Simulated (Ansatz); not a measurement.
**Cl3F2HMoO: how energies converge with the basis set**

The task here is to estimate one member of a computed series from the others.

Method: one geometry, several basis sets; program: Ansatz 0.2.0, Gaussian basis.

Plan: PBE0-D4/def2-SVP; ωB97M-V/def2-SVP; PBE0-D4/def2-QZVPP; ωB97M-V/def2-QZVPP; the functionals' def2-TZVPP values are taken from earlier runs.

1 further run of the same task is left out (for a known fault of the program). Runs told in other sessions of the task aren't counted.

## The geometry

An earlier PBE0-D4 in a triple-zeta def2 set relaxation fixed the geometry. Mo takes the def2 core potential; no spin-orbit term is included.

SMILES `[OH][Mo]([F])([F])([Cl])([Cl])[Cl]`, 8 atoms, charge 0, spin multiplicity 1.

Atoms are counted from 1 here; the program's logs count them from 0.

Bond lengths: O1–Mo2 1.829 Å, O1–H8 0.966 Å, Mo2–F3 1.835 Å, Mo2–F4 1.835 Å, Mo2–Cl5 2.261 Å, Mo2–Cl6 2.259 Å, Mo2–Cl7 2.354 Å. Angles: Mo2–O1–H8 126.7°, O1–Mo2–F3 93.1°, O1–Mo2–F4 93.1°, O1–Mo2–Cl5 163.3°, O1–Mo2–Cl6 96.3°, O1–Mo2–Cl7 80.1°, F3–Mo2–F4 172.0°, F3–Mo2–Cl5 87.8°, F3–Mo2–Cl6 87.1°, F3–Mo2–Cl7 93.1°, F4–Mo2–Cl5 87.8°, F4–Mo2–Cl6 87.1°, F4–Mo2–Cl7 93.1°, Cl5–Mo2–Cl6 100.4°, Cl5–Mo2–Cl7 83.2°, Cl6–Mo2–Cl7 176.4°.

Set-up of the first run:

The input, in.yaml:

```yaml
crystal:
  periodic: [false, false, false]
  atoms:
    - {symbol: O, position_ang: [-0.330643, -1.463351, 0.508333]}
    - {symbol: Mo, position_ang: [-0.084861, 0.288223, 0.043273]}
    - {symbol: F, position_ang: [1.129273, 0.578292, 1.388260]}
    - {symbol: F, position_ang: [-1.389295, 0.232269, -1.246129]}
    - {symbol: Cl, position_ang: [0.669800, 2.185236, -0.927388]}
    - {symbol: Cl, position_ang: [-1.652520, 1.136282, 1.430667]}
    - {symbol: Cl, position_ang: [1.514488, -0.730047, -1.351899]}
    - {symbol: H, position_ang: [0.143757, -2.226894, 0.154884]}
basis:
  gaussian: {orbitals: def2-SVP}
hamiltonian: {xc: pbe0, dispersion: d4}
output: {orbitals: {seedname: orbitals}}
```

On the command line:

```
$ ansatz run in.yaml --threads 4 --pin off --events-out ev --progress --plain --max-ram 11315MiB
```

Among the steps run: PBE0-D4 in def2-SVP; ωB97M-V in def2-SVP; PBE0-D4 in def2-QZVPP; ωB97M-V in def2-QZVPP.

One of the session's tables, all rows but one given; the rest of the session is left out.

It belongs to the step «Functionals by basis». 

| functional | basis | HOMO (eV) | LUMO (eV) |
| --- | --- | --- | --- |
| PBE0-D4 | def2-SVP | -9.01 | -5.53 |
| PBE0-D4 | def2-TZVPP | -8.98 | -5.43 |
| PBE0-D4 | def2-QZVPP | ? | ? |
| ωB97M-V | def2-SVP | -11.16 | -3.63 |
| ωB97M-V | def2-TZVPP | -11.17 | -3.55 |
| ωB97M-V | def2-QZVPP | -11.17 | -3.54 |

Q: Estimate the row for PBE0-D4, def2-QZVPP from the others.

The run gave: HOMO (eV): -8.97; LUMO (eV): -5.40. In the column «HOMO (eV)» it is the highest.
